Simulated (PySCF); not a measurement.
# BiO(OH): other functionals and bases at one geometry

How far do other levels of theory move the description of BiO(OH), and what does each cost? The structure is generated, not taken from experiment.

Program: PySCF 2.14.0. Level of theory: several levels, as the steps say, no spin–orbit coupling. These are calculated values, not measurements.

1 further run of the same task is left out (for a known fault of the program).

### Step 1. Where the work starts

4 atoms, charge 0, spin multiplicity 1.

Bond lengths: Bi1–O2 1.916 Å, Bi1–O3 2.096 Å, O3–H4 0.967 Å. Angles: O2–Bi1–O3 100.1°, Bi1–O3–H4 111.5°.

Coordinates:

```mol
BiHO2
  3D, bonds by distance, orders not assigned

  4  3  0  0  0  0  0  0  0  0999 V2000
   -0.1421    0.0043   -0.4007 Bi  0  0
    1.3889   -0.0066    0.7513 O   0  0
   -1.6755    0.0378    1.0285 O   0  0
   -2.5478    0.0536    0.6115 H   0  0
  1  2  8  0
  1  3  8  0
  3  4  8  0
M  END
```

Formal oxidation states: Bi +3. An earlier session relaxed this geometry at PBE0, Bi def2-SVP with ECP60, O def2-SVP, H def2-SVP (singlet, point group Cs).

At PBE0 on the finer grid: E = -365.347779 Eh, HOMO -7.25 eV, LUMO -2.93 eV, Mulliken charge on Bi1 +0.91 e, largest force component 0.012 eV/Å. 

Levels to run: wB97X; revPBE; PBE0, TZVP. Hardware: 2 threads of Arm Neoverse V1, shared host.

### Step 2. wB97X

run.py (the lines that set the calculation) reads:

```python
mol = gto.M(atom='''
Bi    -0.14207     0.00434    -0.40070
O      1.38890    -0.00661     0.75129
O     -1.67548     0.03780     1.02852
H     -2.54779     0.05357     0.61151''',
    basis={'Bi': 'def2-SVP', 'O': 'def2-SVP', 'H': 'def2-SVP'},
    ecp={'Bi': 'def2-SVP'},
    charge=0, spin=0)
mf = dft.RKS(mol, xc='WB97X')
mf.grids.atom_grid = (75, 302)
mf = mf.density_fit()  # fitting sets: Bi def2-universal-JKFIT, O def2-universal-JKFIT, H def2-universal-JKFIT
mf.conv_tol = 1e-08; mf.max_cycle = 55
mf.kernel(dm0)  # dm0: the density of the relaxed state
```

Command:

```sh
OMP_NUM_THREADS=2 python run.py
```

### Step 3. revPBE

run.py (the lines that set the calculation), as its differences from that of step 2:

```diff
@@ -8,3 +8,3 @@
     charge=0, spin=0)
-mf = dft.RKS(mol, xc='WB97X')
+mf = dft.RKS(mol, xc='PBE_R,PBE')
 mf.grids.atom_grid = (75, 302)
```

### Step 4. PBE0, TZVP

Basis: Bi def2-TZVP with ECP60, O def2-TZVP, H def2-TZVP. 

run.py (the lines that set the calculation) reads:

```python
mol = gto.M(atom='''
Bi    -0.14207     0.00434    -0.40070
O      1.38890    -0.00661     0.75129
O     -1.67548     0.03780     1.02852
H     -2.54779     0.05357     0.61151''',
    basis={'Bi': 'def2-TZVP', 'O': 'def2-TZVP', 'H': 'def2-TZVP'},
    ecp={'Bi': 'def2-TZVP'},
    charge=0, spin=0)
mf = dft.RKS(mol, xc='PBE0')
mf.grids.atom_grid = (75, 302)
mf = mf.density_fit()  # fitting sets: Bi def2-universal-JKFIT, O def2-universal-JKFIT, H def2-universal-JKFIT
mf.conv_tol = 1e-08; mf.max_cycle = 55
mf.kernel(dm0)  # dm0: free metal ions and neutral atoms
```

What does the calculation give? Wanted: for each run, HOMO; gap; charge on Bi1; dipole; largest force.

As calculated:

| level | state | HOMO (eV) | gap (eV) | charge on Bi1 (e) | dipole (D) | largest force (eV/Å) | basis functions | time |
| --- | --- | --- | --- | --- | --- | --- | --- | --- |
| PBE0 (relaxed here) | singlet | -7.25 | 4.32 | 0.91 | 5.76 | 0.01 | 59 | 2.9 s |
| wB97X | singlet | -9.52 | 8.57 | 0.94 | 6.00 | 0.46 | 59 | 1.7 s |
| revPBE | singlet | -5.65 | 2.23 | 0.79 | 5.21 | 1.38 | 59 | 1.6 s |
| PBE0, TZVP | singlet | -7.52 | 4.34 | 1.00 | 5.98 | 1.04 | 118 | 4.4 s |

Times are on 2 threads of Arm Neoverse V1, shared host; the first row also made further properties.

In one basis the HOMO–LUMO gap runs from 2.23 eV (revPBE) to 8.57 eV (wB97X). The largest leftover force, 1.38 eV/Å with revPBE, stands at a geometry relaxed at another level. The Mulliken charge on Bi spans +0.79 to +1.00 e over the levels. Total energies of different levels can't be compared. Spin–orbit coupling is left out throughout.
